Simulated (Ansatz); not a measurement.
**GeNH3 (singlet): the correlation ladder, cc-pVTZ**

The task here is to estimate one member of a computed series from the others.

The runs use Ansatz 0.2.0, Gaussian basis; cc-pVTZ, core rule «outside noble gas», up to 15 orbitals frozen.

Plan: UHF; CCSD(T) on RHF; BCCD(T) on RHF; CCSDT(Q) on RHF; CASSCF and NEVPT2, 12 electrons in 11 orbitals.

2 further runs of the same task are left out: 2 set aside as unsound or not needed.

## The system

The geometry is a PBE0/def2-TZVP stationary point (not a proven minimum). No spin-orbit coupling is included. The filled d shell of Ge may be among the frozen orbitals whatever the setting's name suggests; the logs give the count.

5 atoms, charge 0, spin multiplicity 1.

Atoms are counted from 1 here; the program's logs count them from 0.

Bond lengths: Ge1–N2 1.816 Å, Ge1–H3 1.602 Å, N2–H4 1.007 Å, N2–H5 1.008 Å. Angles: N2–Ge1–H3 92.7°, Ge1–N2–H4 125.7°, Ge1–N2–H5 121.9°, H4–N2–H5 112.5°.

Set-up of the first run:

in.yaml reads:

```yaml
crystal:
  periodic: [false, false, false]
  atoms:
    - {symbol: Ge, position_ang: [0.000000, -0.029201, 0.335370]}
    - {symbol: N, position_ang: [0.000000, 0.033731, -1.479233]}
    - {symbol: H, position_ang: [0.000000, 1.567055, 0.464899]}
    - {symbol: H, position_ang: [0.000000, 0.871757, -2.038009]}
    - {symbol: H, position_ang: [0.000000, -0.803094, -2.040289]}
basis:
  gaussian: {orbitals: cc-pVTZ}
magnetization: {spin_polarized: true, initial_magnetization: 0}
hamiltonian: {xc: hf}
output: {orbitals: {seedname: orbitals}}
```

Run with:

```bash
> ansatz run in.yaml --threads 1 --pin off --events-out ev --progress --plain --max-ram 2816MiB --backend cpu
```

Steps of the session up to this table: UHF; CCSD(T) on RHF; BCCD(T) on RHF; CCSDT(Q) on RHF; CASSCF and NEVPT2, 12 electrons in 11 orbitals.

One table of the session follows, with a row left open; its other results are not shown here.

It belongs to the step «Misses and costs». 

```
        method  from RCCSDT(Q) (meV)
           RHF               +9753.4
          RMP2               +1028.5
         RCCSD                     ?
      RCCSD(T)                 +39.0
       BCCD(T)                 +37.0
        RCCSDT                 +22.6
     RCCSDT(Q)                     0
CASSCF valence               +6138.2
NEVPT2 valence               +1545.4
```

Q: Estimate the row for RCCSD from the others.

**Answer.** from RCCSDT(Q) (meV): +406.8. In the column «from RCCSDT(Q) (meV)» it lies between RCCSD(T) (+39.0) and RMP2 (+1028.5).

With the free atoms at the same levels and basis (separate runs), the atomisation energy is 14.448 eV at RCCSDT(Q), 14.433 eV at RCCSD(T), 9.641 eV at RHF.
